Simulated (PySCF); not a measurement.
# [Pb(NH2)]+: forces at shaken geometries

Aim: move all atoms of relaxed [Pb(NH2)]+ at random and read energies and forces. The structure is generated, not taken from experiment.

Method: PBE0, Pb def2-SVP with ECP60, N def2-SVP, H def2-SVP; scalar-relativistic core potentials, no spin–orbit coupling; program: PySCF 2.14.0.

3 further runs of the same task are left out: 2 for a known fault of the program, 1 that didn't finish.

**1. The system as given**

4 atoms, charge 1, spin multiplicity 1.

Bond lengths: Pb1–N2 2.082 Å, N2–H3 1.022 Å, N2–H4 1.022 Å. Angles: Pb1–N2–H3 125.2°, Pb1–N2–H4 125.2°, H3–N2–H4 109.7°.

As a file:

| atom | x (Å) | y (Å) | z (Å) |
| --- | --- | --- | --- |
| Pb1 | 0.0000 | 0.0000 | -0.0457 |
| N2 | 0.0000 | 0.0000 | 2.0366 |
| H3 | 0.8353 | 0.0000 | 2.6249 |
| H4 | -0.8353 | 0.0000 | 2.6249 |

Formal oxidation states: Pb +2. An earlier session relaxed this geometry at PBE0, Pb def2-SVP with ECP60, N def2-SVP, H def2-SVP (singlet, point group C2v).

Its energy there is -248.465970 Eh.

**2. Atoms moved at random, σ = 0.1 Å**

run.py (the lines that set the calculation)

```python
mol = gto.M(atom='''
Pb     0.02409    -0.20572     0.00221
N      0.16905     0.10817     2.10668
H      0.70464     0.04346     2.48781
H     -0.89778     0.05408     2.64402''',
    basis={'Pb': 'def2-SVP', 'N': 'def2-SVP', 'H': 'def2-SVP'},
    ecp={'Pb': 'def2-SVP'},
    charge=1, spin=0)
mf = dft.RKS(mol, xc='PBE0')
mf.grids.atom_grid = (50, 194)
mf = mf.density_fit()  # fitting sets: Pb def2-universal-JKFIT, N def2-universal-JKFIT, H def2-universal-JKFIT
mf.conv_tol = 1e-08; mf.max_cycle = 55
mf.kernel(dm0)  # dm0: the density of the relaxed state
```

The run is started by

```sh
OMP_NUM_THREADS=2 python run.py
```

**3. Atoms moved at random, σ = 0.06 Å**

run.py (the lines that set the calculation): that of step 2 with these lines changed.

```diff
@@ -1,6 +1,6 @@
 mol = gto.M(atom='''
-Pb     0.02409    -0.20572     0.00221
-N      0.16905     0.10817     2.10668
-H      0.70464     0.04346     2.48781
-H     -0.89778     0.05408     2.64402''',
+Pb     0.07113    -0.02694    -0.05149
+N      0.02272    -0.04499     2.05657
+H      0.70794     0.06876     2.65939
+H     -0.80179     0.00317     2.57624''',
     basis={'Pb': 'def2-SVP', 'N': 'def2-SVP', 'H': 'def2-SVP'},
```

**4. Atoms moved at random, σ = 0.06 Å**

run.py (the lines that set the calculation): that of step 3 with these lines changed.

```diff
@@ -1,6 +1,6 @@
 mol = gto.M(atom='''
-Pb     0.07113    -0.02694    -0.05149
-N      0.02272    -0.04499     2.05657
-H      0.70794     0.06876     2.65939
-H     -0.80179     0.00317     2.57624''',
+Pb    -0.05099    -0.00988    -0.00636
+N     -0.00427    -0.02155     2.07735
+H      0.80583     0.06019     2.53130
+H     -0.75057    -0.02876     2.63842''',
     basis={'Pb': 'def2-SVP', 'N': 'def2-SVP', 'H': 'def2-SVP'},
```

Q: Predict the outcome of this session. Wanted: for each run, σ; energy rise; harmonic estimate −½ F·u; largest force component.

The runs gave:

| σ (Å) | energy rise (eV) | harmonic estimate −½ F·u (eV) | largest force component (eV/Å) |
| --- | --- | --- | --- |
| 0.1 | 7.618 | 11.088 | 52.35 |
| 0.06 | 0.373 | 0.368 | 5.27 |
| 0.06 | 0.425 | 0.442 | 5.76 |

Every displacement raises the energy. For a harmonic well the rise equals −½ F·u; the two differ by at most 46 % here (a move with σ = 0.1 Å), from anharmonicity, the grid and the small forces left at the relaxed point. The bases are small and lack diffuse functions. Spin–orbit coupling is left out.
